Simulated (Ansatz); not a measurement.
**triplet C2H6Te: levels of theory compared**

Aim: a comparison of 6 runs (U-r2SCAN/def2-SVP, UHSE06/def2-SVP, UPBE0/def2-SVP, RPA@PBE/def2-SVP, UMP2/def2-SVP, UCCSD/def2-SVP) of triplet C2H6Te. 

The results are computed with Ansatz 0.2.0.

48 further runs of the same task are left out: 48 set aside as unsound or not needed.

### Step 1. The system as given

C2H6Te has 9 atoms, charge 0, and is taken as a triplet. SMILES of the parent species: `C[Te]C`. The shape is that of a PBE0-D4/def2-TZVP optimisation. That shape belongs to the parent species and isn't relaxed for this state.

Bond lengths: C1–Te2 2.136 Å, Te2–C3 2.136 Å, C1–H4 1.088 Å, C1–H5 1.089 Å, C1–H6 1.088 Å, C3–H7 1.088 Å, C3–H8 1.089 Å, C3–H9 1.088 Å. Some angles: C1–Te2–C3 94.5°, Te2–C1–H4 109.8°, Te2–C1–H5 107.3°, Te2–C1–H6 109.8°, Te2–C3–H7 109.8°, Te2–C3–H8 107.3°, Te2–C3–H9 109.8°, H4–C1–H5 109.5°, H4–C1–H6 110.7°, H5–C1–H6 109.5°.

### Step 2. The energy at U-r2SCAN/def2-SVP (core potential) (run 1)

input.yaml

```yaml
basis:
  gaussian: {orbitals: def2-SVP}
crystal:
  periodic: [false, false, false]
  atoms:
    - {symbol: C, position_ang: [-0.777200, 1.019100, -0.891200]}
    - {symbol: Te, position_ang: [1.243600, 0.371500, -0.646000]}
    - {symbol: C, position_ang: [0.782100, -1.033900, 0.895200]}
    - {symbol: H, position_ang: [-1.399600, 0.180000, -1.196200]}
    - {symbol: H, position_ang: [-0.781500, 1.778500, -1.672300]}
    - {symbol: H, position_ang: [-1.141900, 1.451600, 0.038500]}
    - {symbol: H, position_ang: [0.094100, -1.786500, 0.514800]}
    - {symbol: H, position_ang: [1.716500, -1.510400, 1.189400]}
    - {symbol: H, position_ang: [0.352600, -0.516200, 1.750700]}
magnetization: {spin_polarized: true, initial_magnetization: 2}
output: {orbitals: {seedname: orbitals}}
hamiltonian: {xc: r2scan}
accuracy: high
```

Command:

```
$ ansatz run input.yaml --threads 1 --pin off --max-ram 3480MiB --events-out events.jsonl --progress --plain --runs-dir runs
```

The program printed:

```text
Warning: RAYON_NUM_THREADS=1 ignored (pool sized by the plan → 1); use --threads N
Functional definition: r2SCAN
  name "r2SCAN"
  parameter k0 = 0.174
  parameter k1 = 0.065
  parameter a1 = 4.9479
  exchange = r2scan_x(k0 = k0, k1 = k1, a1 = a1)
  correlation = r2scan_c
2111 factors; integrals over basis functions are off by at most 3.3e-9 eV
mean field evaluation 1: about -9449.8419 eV, gradient 4.7e1 eV
mean field evaluation 2: about -9432.5759 eV, gradient 6.7e1 eV
mean field evaluation 4: about -9461.0540 eV, gradient 2.4e0 eV
mean field evaluation 8: about -9461.0937 eV, gradient 2.7e-1 eV
mean field evaluation 16: about -9461.0942 eV, gradient 1.2e-4 eV
mean field evaluation 32: about -9460.5098 eV, gradient 9.5e0 eV
mean field -9461.09417896 eV, -347.6887981167 hartree, gradient 5.9e-8 eV, S^2 2.005029; 1 other end points of the search recorded, 0 dependent functions left out
reference -9461.09418101 eV, -347.6887981923 hartree; 22, 20 occupied and 62, 64 virtual orbitals, 2111 factors
Total energy: -9461.09418101 eV, -347.6887981923 hartree
```

Run time: 23 s. Hardware: 1 thread of Arm Neoverse V2, shared host; peak memory 0.43 GiB.

### Step 3. A single-point energy at UHSE06/def2-SVP (core potential) (run 2)

job.yaml

```yaml
crystal:
  periodic: [false, false, false]
  atoms:
    - symbol: C
      position_ang: [-0.777200, 1.019100, -0.891200]
    - symbol: Te
      position_ang: [1.243600, 0.371500, -0.646000]
    - symbol: C
      position_ang: [0.782100, -1.033900, 0.895200]
    - symbol: H
      position_ang: [-1.399600, 0.180000, -1.196200]
    - symbol: H
      position_ang: [-0.781500, 1.778500, -1.672300]
    - symbol: H
      position_ang: [-1.141900, 1.451600, 0.038500]
    - symbol: H
      position_ang: [0.094100, -1.786500, 0.514800]
    - symbol: H
      position_ang: [1.716500, -1.510400, 1.189400]
    - symbol: H
      position_ang: [0.352600, -0.516200, 1.750700]
basis:
  gaussian: {orbitals: def2-SVP}
magnetization: {spin_polarized: true, initial_magnetization: 2}
hamiltonian: {xc: hse06}
accuracy: high
output: {orbitals: {seedname: orbitals}}
```

Command:

```
$ ansatz run job.yaml --threads 1 --pin off --max-ram 3480MiB --events-out events.jsonl --progress --plain --runs-dir runs
```

The program printed:

```text
Warning: RAYON_NUM_THREADS=1 ignored (pool sized by the plan → 1); use --threads N
Functional definition: HSE06
  name "HSE06"
  parameter a = 0.25
  parameter omega = 0.11/bohr
  exchange = pbe_x - a*pbe_x_sr(omega) + a*exact_x_sr(omega)
  correlation = pbe_c
2111 factors; integrals over basis functions are off by at most 3.3e-9 eV
103 factors; integrals over basis functions are off by at most 8.3e-10 eV
mean field evaluation 1: about -9447.6803 eV, gradient 4.3e1 eV
mean field evaluation 2: about -9438.6274 eV, gradient 5.5e1 eV
mean field evaluation 4: about -9456.8657 eV, gradient 1.3e0 eV
mean field evaluation 8: about -9457.0748 eV, gradient 4.4e-2 eV
mean field evaluation 16: about -9457.0748 eV, gradient 5.5e-5 eV
mean field evaluation 32: about -9456.1494 eV, gradient 5.7e0 eV
mean field -9457.07477414 eV, -347.5410877140 hartree, gradient 8.6e-8 eV, S^2 2.003448; 2 other end points of the search recorded, 0 dependent functions left out
reference -9457.07477742 eV, -347.5410878346 hartree; 22, 20 occupied and 62, 64 virtual orbitals, 2111 factors
Total energy: -9457.07477742 eV, -347.5410878346 hartree
```

Run time: 17 s. Hardware: 1 thread of Arm Neoverse V2, shared host; peak memory 0.43 GiB.

Runs 3 to 4 aren't shown in full; the table further down has their settings and results.

### Step 4. A single-point energy at UMP2/def2-SVP (core potential) (run 5)

run.yaml

```yaml
crystal:
  periodic: [false, false, false]
  atoms:
    - {symbol: C, position_ang: [-0.777200, 1.019100, -0.891200]}
    - {symbol: Te, position_ang: [1.243600, 0.371500, -0.646000]}
    - {symbol: C, position_ang: [0.782100, -1.033900, 0.895200]}
    - {symbol: H, position_ang: [-1.399600, 0.180000, -1.196200]}
    - {symbol: H, position_ang: [-0.781500, 1.778500, -1.672300]}
    - {symbol: H, position_ang: [-1.141900, 1.451600, 0.038500]}
    - {symbol: H, position_ang: [0.094100, -1.786500, 0.514800]}
    - {symbol: H, position_ang: [1.716500, -1.510400, 1.189400]}
    - {symbol: H, position_ang: [0.352600, -0.516200, 1.750700]}
basis:
  gaussian: {orbitals: def2-SVP}
correlation: {method: mp2, frozen_orbitals: {C: 1, H: 0, Te: 4}}
magnetization: {spin_polarized: true, initial_magnetization: 2}
accuracy: high
```

Command:

```
$ ansatz run run.yaml --threads 1 --pin off --max-ram 3480MiB --events-out events.jsonl --progress --plain --runs-dir runs
```

The program printed:

```text
Warning: RAYON_NUM_THREADS=1 ignored (pool sized by the plan → 1); use --threads N
Functional definition: HF
  name "HF"
  exchange = exact_x
  correlation = 0
2111 factors; integrals over basis functions are off by at most 3.3e-9 eV
mean field evaluation 1: about -9413.4496 eV, gradient 1.8e1 eV
mean field evaluation 2: about -9413.4633 eV, gradient 1.8e1 eV
mean field evaluation 4: about -9415.6796 eV, gradient 2.1e0 eV
mean field evaluation 8: about -9415.7340 eV, gradient 1.9e-3 eV
mean field evaluation 16: about -9415.0458 eV, gradient 4.8e0 eV
mean field -9415.73400936 eV, -346.0218426301 hartree, gradient 2.2e-8 eV, S^2 2.023387; 3 other end points of the search recorded, 0 dependent functions left out
6 core orbitals not correlated: weight in the atoms' cores, before any rotation towards them, 1.000 or more for the frozen orbitals, at most 0.000 for the correlated occupied ones
reference -9415.73400936 eV, -346.0218426301 hartree; 16, 14 occupied and 62, 64 virtual orbitals, 2111 factors
second order -11.06871049 eV of doubles, -0.00000000 eV of singles
Total energy: -9426.80271985 eV, -346.4286102381 hartree
```

It took 5.4 s on 1 thread of Arm Neoverse V2, shared host; peak memory 0.31 GiB.

### Step 5. A single-point energy at UCCSD/def2-SVP (core potential) (run 6)

input.yaml, as its differences from that of step 2:

```diff
@@ -1,3 +1 @@
-basis:
-  gaussian: {orbitals: def2-SVP}
 crystal:
@@ -14,5 +12,7 @@
     - {symbol: H, position_ang: [0.352600, -0.516200, 1.750700]}
+basis:
+  gaussian: {orbitals: def2-SVP}
 magnetization: {spin_polarized: true, initial_magnetization: 2}
-output: {orbitals: {seedname: orbitals}}
-hamiltonian: {xc: r2scan}
+correlation: {method: ccsd, frozen_orbitals: {C: 1, H: 0, Te: 4}}
 accuracy: high
+scf: {omitted_lower_state_checks: [cluster_reference, increment]}
```

Command:

```
$ ansatz run input.yaml --threads 1 --pin off --max-ram 3480MiB --events-out events.jsonl --progress --plain --runs-dir runs
```

The program printed:

```text
Warning: RAYON_NUM_THREADS=1 ignored (pool sized by the plan → 1); use --threads N
[... 12 lines left out ...]
6 core orbitals not correlated: weight in the atoms' cores, before any rotation towards them, 1.000 or more for the frozen orbitals, at most 0.000 for the correlated occupied ones
[... 25 lines left out ...]
Total energy: -9428.00356202 eV, -346.4727403739 hartree
Checks for a lower state left out: cluster_reference, increment
```

Run time: 58 s. Hardware: 1 thread of Arm Neoverse V2, shared host; peak memory 1 GiB.

### Step 6. The series

```
run                               level  frozen core orbitals  energy (Eh)   ⟨S²⟩  wall time
  1  U-r2SCAN/def2-SVP (core potential)                     –  -347.688798  2.005       23 s
  2    UHSE06/def2-SVP (core potential)                     –  -347.541088  2.003       17 s
  3     UPBE0/def2-SVP (core potential)                     –  -347.547842  2.004       14 s
  4   RPA@PBE/def2-SVP (core potential)                     6  -346.695928  2.002       23 s
  5      UMP2/def2-SVP (core potential)                     6  -346.428610  2.023      5.4 s
  6     UCCSD/def2-SVP (core potential)                     6  -346.472740  2.023       58 s
```

### Step 7. What came out

| quantity | value |
| --- | --- |
| run 6: total energy | -346.47274 Eh |
| run 6: correlation energy (6 core orbitals frozen) | -450.9 mEh |
| run 6: ⟨S²⟩ of the reference determinant | 2.023 |
| run 6: T1 diagnostic | 0.011 |

**Reading.** Totals of different functionals can't be ranked against each other. All runs together took 2.3 min, the longest 58 s.
